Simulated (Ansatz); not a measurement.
# HfSi+ (quartet): from Hartree-Fock to the top rungs, def2-TZVPP

The task here is to estimate one member of a computed series from the others.

The runs use Ansatz 0.2.0, Gaussian basis; def2-TZVPP, core rule «outside noble gas», up to 9 orbitals frozen.

The runs, in order: UHF; ROHF; CCSD(T) on UHF.

## What is computed

The geometry is a PBE0/def2-TZVP stationary point (not a proven minimum) of the parent state, kept for this charge and spin. No spin-orbit coupling is included. Elements past krypton take def2 core potentials.

2 atoms, charge 1, spin multiplicity 4.

Atoms are counted from 1 here; the program's logs count them from 0.

Bond lengths: Hf1–Si2 2.518 Å.

Set-up of the first run:

File in.yaml:

```yaml
crystal:
  periodic: [false, false, false]
  atoms:
    - {symbol: Hf, position_ang: [0.000000, 0.000000, 0.000000]}
    - {symbol: Si, position_ang: [0.000000, 0.000000, 2.517600]}
basis:
  gaussian: {orbitals: def2-TZVPP}
total_charge: 1
magnetization: {spin_polarized: true, initial_magnetization: 3}
hamiltonian: {xc: hf}
output: {orbitals: {seedname: orbitals}}
```

Command:

```bash
$ ansatz run in.yaml --threads 1 --pin off --events-out ev --progress --plain --max-ram 4096MiB --backend cpu
```

Steps of the session up to this table: UHF; ROHF; CCSD(T) on UHF.

One of the session's tables, all rows but one given; the rest of the session is left out.

```
  method  from UCCSD(T) (kJ/mol)
    ROHF                  +471.7
    UMP2                  +118.5
   UCCSD                       ?
UCCSD(T)                       0
```

Q: Estimate the row for UCCSD from the others.

As computed: from UCCSD(T) (kJ/mol): +32.7. In the column «from UCCSD(T) (kJ/mol)» it lies between UCCSD(T) (0) and UMP2 (+118.5).

Left out of the table: UHF (another determinant or state than the rows shown).

To keep in mind: The determinant is far from a pure spin state, so its energy mixes those of several spin states (harmless only where they are near-degenerate, as at dissociation). Warnings: spin contamination; coupled cluster took another determinant than the lowest.
